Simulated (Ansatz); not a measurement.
# BaTiO3: the cost of one run

Method: DFT r2SCAN, scalar-relativistic, plane waves, PAW, in Ansatz 0.2.0.

The COD entry's cell or inner coordinates are ideal or old and differ from later refinements, so a difference from it is no clean test against experiment.

1 further run of the same task is left out (set aside as unsound or not needed).

### 1 The structure to begin with

The structure is tetragonal, space group P4mm (No. 99). The conventional cell has a = 3.972 Å, b = 3.972 Å, c = 4.113 Å, α = 90.00°, β = 90.00°, γ = 90.00°. Around Ba (site symmetry 4mm) lie 12 O at 2.79 to 2.92 Å. Around Ti (site symmetry 4mm) lie 5 O at 1.82 to 1.99 Å. O (site symmetry 4mm) is surrounded by 1 Ti at 1.82 Å. Around O (site symmetry 2mm) lie 2 Ti at 1.99 Å and 4 Ba at 2.79 to 2.92 Å.

Coordinates:

```xyz
5
Lattice="3.9722 0.0000 0.0000 0.0000 3.9722 0.0000 0.0000 0.0000 4.1128" Properties=species:S:1:pos:R:3 pbc="T T T"
Ba    0.0000    0.0000   -0.0181
Ti    1.9861    1.9861    1.9638
O     1.9861    1.9861    0.1423
O     1.9861    0.0000    2.1290
O     0.0000    1.9861    2.1290
```

It is the result of an earlier relaxation at this level (volume 12.98 Å³/atom; gap on the mesh: 2.23 eV).

### 2 Relaxing to 0.001 eV/Å

Response functions are second derivatives at a minimum, so forces and stress are first brought close to zero on the mesh and occupations that the response runs use.

Input file input.yaml:

```yaml
crystal:
  lattice:
    - [3.9722427384, 0.0, 0.0]
    - [0.0, 3.9722427384, 0.0]
    - [0.0, 0.0, 4.1127570244]
  atoms:
    - { symbol: Ba, position: [0.0, 0.0, -0.0044104994] }
    - { symbol: Ti, position: [0.5, 0.5, 0.4774906557] }
    - { symbol: O, position: [0.5, 0.5, 0.0346021842] }
    - { symbol: O, position: [0.5, 0.0, 0.5176588298] }
    - { symbol: O, position: [0.0, 0.5, 0.5176588298] }
basis:
  ecutwfc: 500
kpoints:
  mp_grid: { grid: [8, 8, 8] }
hamiltonian:
  xc: r2scan
scf:
  occupations: { method: fixed }
output:
  forces: true
  stress: true
  eigenvalues: true
  write_density: true
  write_potential: true
  elf: true
  volumetric_format: npy
relax:
  adjacent_minimum: "off"
  f_tol: 0.001
  max_steps: 60
  cell: { stress_tol: 0.01 }
```

Started as:

```console
$ ansatz run input.yaml --threads 4 --pin off --max-ram 10240MiB --backend cpu --events-out ev --progress --plain --runs-dir out
```

**Question.** How long does this run take on 4 threads of Intel Xeon 6975P-C (Granite Rapids), shared host, and how much memory does it need?

About 9.5 s, with a peak of 0.59 GiB.
